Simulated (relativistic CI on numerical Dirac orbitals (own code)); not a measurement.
# Ce XLVIII (Ce⁴⁷⁺): levels and lines

What are the lowest levels and the strongest lines of Ce⁴⁷⁺? One CI run answers it; further runs change one setting each.

Program: relativistic CI on numerical Dirac orbitals (own code) version 2. Level of theory: Dirac-Coulomb-Breit CI, KLI orbitals optimised for each configuration, model QED (radiative potential, 1s self-energy scaled to tabulated hydrogen-like ionisation energies). These are calculated values, not measurements, unless marked.

## (1) The atom as given

```
ion                       : Ce⁴⁷⁺ (Ce XLVIII)
nuclear charge            : 58
electrons                 : 11
isotope                   : A = 140
first configuration typed : [Ne] 3s
```

Outer shells as boxes (Hund's rule):

first configuration typed
```
[Ne] core
3s [↑ ]
```

## (2) Base run

Settings, as recorded:

```ini
atom Ce  Z=58  charge=47  electrons=11
nucleus A=140  rms_radius_fm=4.8771
hamiltonian dirac-coulomb  breit=on  qed=on  c_scale=1
orbitals kli  potential=per-configuration
slater_scale 1
correlation none
mixing on
configurations
  [Ne] 3s
  [Ne] 3p
  [Ne] 3d
  [Ne] 4s
  [Ne] 4p
  [Ne] 4d
  [Ne] 4f
  [Ne] 5s
  [Ne] 5p
  [Ne] 5d
  [Ne] 5f
  [Ne] 5g
  [Ne] 6s
  [Ne] 6p
  [Ne] 6d
end
```

## (3) Correlation estimate p86

Changes to the settings of step 2:

```diff
@@ -5,3 +5,3 @@
 slater_scale 1
-correlation none
+correlation p86
 mixing on
```

## (4) The first 3 configurations alone

Settings, as recorded:

```ini
atom Ce  Z=58  charge=47  electrons=11
nucleus A=140  rms_radius_fm=4.8771
hamiltonian dirac-coulomb  breit=on  qed=on  c_scale=1
orbitals kli  potential=per-configuration
slater_scale 1
correlation none
mixing on
configurations
  [Ne] 3s
  [Ne] 3p
  [Ne] 3d
end
```

## (5) The first configuration alone

Changes to the settings of step 4:

```diff
@@ -9,4 +9,2 @@
   [Ne] 3s
-  [Ne] 3p
-  [Ne] 3d
 end
```

(Steps that only read results are left out.)

What does the calculation give? Wanted: lowest level; first excitation; lowest level of the other parity; fastest E1 line; ionisation energy.

**Answer**, as computed:

| run | time | mean size of shift, levels followed (cm⁻¹) | lowest level | ionisation energy (eV) |
| --- | --- | --- | --- | --- |
| main run | 0.6 s | 0 | 3s 2S1/2 | 3962.9 |
| correlation estimate p86 | 0.63 s | 1420 | 3s 2S1/2 | 3963.5 |
| the first 3 configurations alone | 0.092 s | 57.1 | 3s 2S1/2 | - |
| the first configuration alone | 0.031 s | - | 3s 2S1/2 | - |

The tabulated theoretical ionisation energy (NIST) is 3963 eV.

| quantity | value |
| --- | --- |
| lowest level | 3s 2S1/2 |
| first excitation | 3p 2P°1/2, 895090 cm⁻¹ |
| lowest level of the other parity | 3p 2P°1/2, 895090 cm⁻¹ |
| levels in the model | 26 |
| fastest E1 line (by rate) to the lowest level | 0.6525 nm, from 4p 2P°3/2 |
| ionisation energy | 3962.9 eV |
| ionisation energy, tabulated theoretical (NIST) | 3963 eV |

The lowest level is 3s 2S1/2, 100 % pure in LS and 100 % in jj coupling; over the low levels the means are 100 and 100 %, so both schemes do about equally well. The ionisation energy agrees with the tabulated theoretical value within its uncertainty of 4 eV. The largest mover is «correlation estimate p86» (1420 cm⁻¹ on average). Lifetimes count radiative decay inside the model alone.
